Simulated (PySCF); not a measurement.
# CH7B2O2P: the cost of one run

Computed with PySCF 2.14.0, with density-fitted response routines of our own, on a single molecule in the gas phase. Atoms are numbered from 0 throughout.

### 1 Starting geometry

13 atoms, charge 0, multiplicity 1; geometry from: GFN2-xTB. The atoms were then displaced at random by about 0.01 Å, so the start is not that level's minimum.

Bonds of the start (Å): B0–O1 1.31, O1–B2 1.31, B2–P3 1.91, B2–O4 1.37, O4–C5 1.40, B0–H6 1.17, B0–H7 1.18, P3–H8 1.42, P3–H9 1.36, C5–H10 1.10, C5–H11 1.09, C5–H12 1.08.

### 2 Optimising the geometry at PBE0-D3(BJ)/def2-SVP

The job: settings as JSON, then the geometry in Å.

```
{"job": {"xc": "PBE0", "basis": "def2-SVP", "d3": "d3bj", "grid": 1, "shake": 0.01, "kind": "geom"}, "charge": 0, "multiplicity": 1}
B     -1.386470    -1.769230    -0.331410
O     -0.885590    -0.563010    -0.196990
B     -0.327720     0.612800    -0.028950
P     -1.307290     2.246100     0.139920
O      1.025700     0.811940    -0.023750
C      1.991840    -0.188560    -0.209610
H     -1.617670    -2.396060     0.625000
H     -1.634320    -2.138550    -1.423720
H     -2.140440     1.816830     1.208320
H     -0.445280     2.875380     0.989430
H      2.504060    -0.376600     0.746890
H      1.545150    -1.122380    -0.547310
H      2.683850     0.174470    -0.958130
```

Started as:

```console
$ OMP_NUM_THREADS=1 python probes_run.py task.json out
```

The driver reads the jobs from task.json and runs them one after another.

**Question.** How long does this first job take on 1 thread of Arm Neoverse V2, shared host, and how much memory does it need?

About 4.2 min, with a peak of 0.51 GiB.
